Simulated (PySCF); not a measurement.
# [EuF4]−: other functionals and bases at one geometry

The task here is to estimate one member of a computed series from the others.

Method: several levels, as the steps say, no spin–orbit coupling; program: PySCF 2.14.0.

1 further run of the same task is left out (for a known fault of the program).

## Starting geometry

5 atoms, charge -1, spin multiplicity 1.

Bond lengths: Eu1–F2 2.106 Å, Eu1–F3 2.106 Å, Eu1–F4 2.106 Å, Eu1–F5 2.106 Å. Angles: F2–Eu1–F3 109.5°, F2–Eu1–F4 109.5°, F2–Eu1–F5 109.5°, F3–Eu1–F4 109.5°, F3–Eu1–F5 109.5°, F4–Eu1–F5 109.5°.

As a file:

```
Eu    0.0000    0.0000    0.0000
F     1.2157    1.2157    1.2157
F    -1.2157   -1.2157    1.2157
F     1.2157   -1.2157   -1.2157
F    -1.2157    1.2157   -1.2157
```

Formal oxidation states: Eu +3. Each metal's 6 4f electrons lie in its core potential, so multiplicities, spins and levels count the valence alone. An earlier session relaxed this geometry at PBE0, Eu lcecp-1-SVP with ECP52, F def2-SVP (singlet, point group Td).

At PBE0 on the finer grid: E = -434.392584 Eh, HOMO -4.83 eV, LUMO 3.75 eV, Mulliken charge on Eu1 +1.06 e, largest force component 0.005 eV/Å. 

Levels to run: CAM-B3LYP; revPBE; PBE0, TZVP. Hardware: 2 threads of Arm Neoverse V2, shared host.

Set-up of the first run:

run.py (the lines that set the calculation)

```python
mol = gto.M(atom='''
Eu     0.00000     0.00000     0.00000
F      1.21567     1.21567     1.21567
F     -1.21567    -1.21567     1.21567
F      1.21567    -1.21567    -1.21567
F     -1.21567     1.21567    -1.21567''',
    basis={'Eu': 'lcecp-1-SVP', 'F': 'def2-SVP'},
    ecp={'Eu': 'lcecp-1-SVP'},
    charge=-1, spin=0)
mf = dft.RKS(mol, xc='CAMB3LYP')
mf.grids.atom_grid = (75, 302)  # f atoms: unpruned, at least (60, 302)
mf = mf.density_fit()  # fitting sets: Eu AutoAux, F def2-universal-JKFIT
mf.conv_tol = 1e-08; mf.max_cycle = 55
mf.kernel(dm0)  # dm0: the density of the relaxed state
```

Command:

```bash
OMP_NUM_THREADS=2 python run.py
```

Among the steps run: CAM-B3LYP; revPBE; PBE0, TZVP.

One of the session's tables, all rows but one given; the rest of the session is left out.

| level | HOMO (eV) | gap (eV) | charge on Eu1 (e) | largest force component (eV/Å) |
| --- | --- | --- | --- | --- |
| PBE0 (relaxed here) | -4.83 | 8.59 | 1.06 | 0.00 |
| CAM-B3LYP | -6.33 | 10.57 | 1.01 | 0.01 |
| revPBE | ? | ? | ? | ? |
| PBE0, TZVP | -5.19 | 8.81 | 1.54 | 0.15 |

**Question.** Estimate the row for revPBE.

As computed: HOMO (eV): -2.77; gap (eV): 5.98; charge on Eu1 (e): 0.81; largest force component (eV/Å): 0.21. In the column «HOMO (eV)» it is the highest.

In one basis the HOMO–LUMO gap runs from 5.98 eV (revPBE) to 10.57 eV (CAM-B3LYP). The largest leftover force, 0.21 eV/Å with revPBE, stands at a geometry relaxed at another level. With 4f in the core, its levels are missing from HOMO and gap, and its count is fixed, so no charge can pass from the ligands into it. Total energies of different levels can't be compared.
